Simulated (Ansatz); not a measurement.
Here is an Ansatz input file for ZnGa3, space group Pm-3m. Write the same calculation for the Python package.

```yaml
crystal:
  lattice:
    - [4.070862, 0.0, 0.0]
    - [0.0, 4.070862, 0.0]
    - [0.0, 0.0, 4.070862]
  atoms:
    - { symbol: Zn, position: [0.0, 0.0, 0.0] }
    - { symbol: Ga, position: [0.0, 0.5, 0.5] }
    - { symbol: Ga, position: [0.5, 0.0, 0.5] }
    - { symbol: Ga, position: [0.5, 0.5, 0.0] }
  supercell: [2, 1, 1]
basis:
  ecutwfc: 600.0
kpoints:
  mp_grid:
    grid: [1, 2, 2]
hamiltonian:
  xc: r2scan
scf:
  occupations:
    method: cold
    width: 0.15
md:
  timestep: 2.0
  n_steps: 12
  ensemble: nvt_langevin
  temperature: 800.0
  seed: 400
```

`md_znga3.py`
```python
# -*- coding: utf-8 -*-
'''Short molecular dynamics of ZnGa3.'''

import json

import ansatz as az
import numpy as np

lattice = az.Lattice.of(
    (4.070862, 0.0, 0.0),
    (0.0, 4.070862, 0.0),
    (0.0, 0.0, 4.070862),
)
sites = [
    ('Zn', (0.0, 0.0, 0.0)),
    ('Ga', (0.0, 0.5, 0.5)),
    ('Ga', (0.5, 0.0, 0.5)),
    ('Ga', (0.5, 0.5, 0.0)),
]
znga3 = az.Crystal(lattice=lattice)
for symbol, position in sites:
    znga3 = znga3.atom(symbol, position)

# a small cell and a short run: a test of the set-up, no statistics
model = (
    znga3.supercell(2, 1, 1).calculation()
    .basis(600)
    .occupations('cold', width=150 * az.meV)  # smearing steadies the SCF of a metal
    .kpoints(1, 2, 2)  # the mesh must be finer for metals
    .functional('r2SCAN')
    .md('nvt_langevin', timestep=2.0, steps=12, temperature=800, seed=400)
)
outcome = model.run(threads=1, pin='off', events_out='events.ndjson')
with open('events.ndjson') as stream:
    events = [json.loads(line) for line in stream]
steps = [e['data'] for e in events if e['event'] == 'md_step']
summary = outcome.report

print(' step   t (fs)     E_pot (eV)   E_kin (eV)    T (K)')
for s in steps[::2]:
    print(f'{s["step"]:5d} {s["time_fs"]:8.1f} {s["lagrangian_ev"]:14.4f} {s["e_kin_ev"]:12.4f} {s["temperature_k"]:8.1f}')

temperature = np.array([s['temperature_k'] for s in steps])
print(f'mean temperature of the second half {temperature[len(steps) // 2 :].mean():.1f} K')

with open('trajectory.xyz', 'w') as handle:
    for s in steps[::5]:
        handle.write(f'{len(s["positions_ang"])}\nt = {s["time_fs"]} fs\n')
        for site, xyz in zip(outcome.lattice.sites, s['positions_ang']):
            handle.write('{} {:.4f} {:.4f} {:.4f}\n'.format(site.symbol, *xyz))

print('last positions (A) and velocities (A/fs)')
for site, xyz, vel in zip(outcome.lattice.sites, steps[-1]['positions_ang'], steps[-1]['velocities_ang_fs']):
    print(f'{site.symbol:2s}', ' '.join(f'{v:8.4f}' for v in xyz), ' ', ' '.join(f'{v:9.5f}' for v in vel))
```

```console
$ python md_znga3.py
DeckWarning: md: disabling space-group detection — thermal motion breaks the input geometry's symmetry, so no spatial operation reduces the k-mesh or symmetrises the density; time reversal is kept, so that k and −k are solved as one point where they differ and the mesh holds both, and exact exchange and, on two spinor components, a DFT+U term hold to it where the run has them: on two components no moment then forms, and a state that bears one, which a typed moment (crystal.atoms[].spin; refused [...]
 step   t (fs)     E_pot (eV)   E_kin (eV)    T (K)
    0      0.0    -29387.5055       0.0000      0.0
    2      4.0    -29387.5055       0.0652     63.1
    4      8.0    -29387.5055       0.1395    134.9
    6     12.0    -29387.5052       0.1303    126.0
    8     16.0    -29387.5050       0.1881    181.9
   10     20.0    -29387.5048       0.2113    204.4
   12     24.0    -29387.5046       0.3092    299.0
mean temperature of the second half 195.3 K
last positions (A) and velocities (A/fs)
Zn   0.0675   0.0610   0.0043     0.00270   0.00542   0.00070
Ga  -0.0144   2.0252   2.0199    -0.00103  -0.00041   0.00004
Ga   2.0410  -0.0079   2.0332     0.00092  -0.00167  -0.00018
Ga   2.0529   2.0469   0.0027     0.00236   0.00109  -0.00067
Zn   4.0524  -0.0261   0.0146    -0.00062  -0.00111   0.00127
Ga   4.0856   2.0480   1.9806     0.00035   0.00090  -0.00427
Ga   6.1297  -0.0300   2.0523     0.00095  -0.00330   0.00061
Ga   6.0782   2.0499  -0.0143    -0.00186  -0.00032   0.00081
```
(Warnings from the package without file and line, shortened.)

Notes:
- Absolute energies stand on the zero of these potentials, so only differences at equal settings mean something. A total without «per atom» is that of the cell as typed.
- For a metal this mesh is far too coarse, so the numbers only illustrate the procedure.
- This cell is a computed structure, which may not be the phase found in nature.
- A small cell, a coarse mesh and a very short run: it shows the set-up and gives no equilibrium averages.
- Run time: 5.2 min on 1 thread of Arm Neoverse N1, with other jobs on the host, peak memory 0.94 GiB.

(Lines on the test bed's own set-up are left out of the output.)
